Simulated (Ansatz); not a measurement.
# CdS (Greenockite): the cost of one run

Computed with Ansatz 0.2.0 through its Python package. The levels of theory stand in the script.

### 1 Starting point

The structure is hexagonal, space group P6_3mc (No. 186). The conventional cell has a = 4.150 Å, b = 4.150 Å, c = 6.737 Å, α = 90.00°, β = 90.00°, γ = 120.00°. Cd (site symmetry 3m) is surrounded by 4 S at 2.53 to 2.54 Å. S (site symmetry 3m) has 4 Cd at 2.53 to 2.54 Å as nearest neighbours.

The script holds or builds the structure itself.

### 2 The script

The input, nc_paw_cds.py:

```python
# -*- coding: utf-8 -*-
"""Two kinds of potentials on CdS."""

import ansatz
import numpy as np

TOLERANCE = 1e-09
KMESH = (3, 3, 2)


def count_gap(report):
    # lowest empty less highest filled band, counting bands; zero where they overlap
    return max(report.get("gap_by_band_count_ev") or 0.0, 0.0)

vectors = np.array([
    [4.15, 0.0, 0.0],
    [-2.075, 3.594005, 0.0],
    [0.0, 0.0, 6.737],
])
xtal = (
    ansatz.Lattice.of(vectors)
    .atom("Cd", (1 / 3, 2 / 3, 0.0))
    .atom("Cd", (2 / 3, 1 / 3, 0.5))
    .atom("S", (1 / 3, 2 / 3, 0.375))
    .atom("S", (2 / 3, 1 / 3, 0.875))
)

model = (
    xtal.calculation()
    .scf(tolerance=TOLERANCE)
    .kpoints(mesh=KMESH, center="monkhorst-pack")  # sampling of the Brillouin zone
    .occupations(ansatz.OccupationsMethod.FIXED)  # whole-number filling, right only where there is a gap
    .functional(ansatz.Functional.LDA)
    .stress()
    .forces()  # minus the gradient of the free energy
    .band_table()
)
variants = {
    "PAW": model.pseudopotentials("paw"),
    "norm-conserving": model.pseudopotentials("nc"),
}
# totals differ by the cores that each treatment holds, so compare what does not depend on them
rows = []
for label, variant in variants.items():
    r = variant.run(threads=1, pin="off").report
    levels = np.array(r["eigenvalues_ev"][0]) - r["fermi_energy_ev"]
    print(label, "levels at the first k-point near E_F:", np.round(levels[np.abs(levels) < 5], 3))
    rows.append((label, r["n_electrons"], np.trace(r["stress_gpa"]) / 3, float(np.abs(r["forces_ev_ang"]).max()), count_gap(r)))
for row in rows:
    print("; ".join(f"{name} = {round(v, 4) if isinstance(v, float) else v}" for name, v in zip(["treatment", "electrons in bands", "P GPa", "max force component eV/A", "gap by band count eV"], row)))
```

### 3 Running it

The run is started by

```console
python nc_paw_cds.py
```

What time and memory should one allow on 1 thread of Arm Neoverse V1, shared host?

About 7.1 s, with a peak of 0.52 GiB.
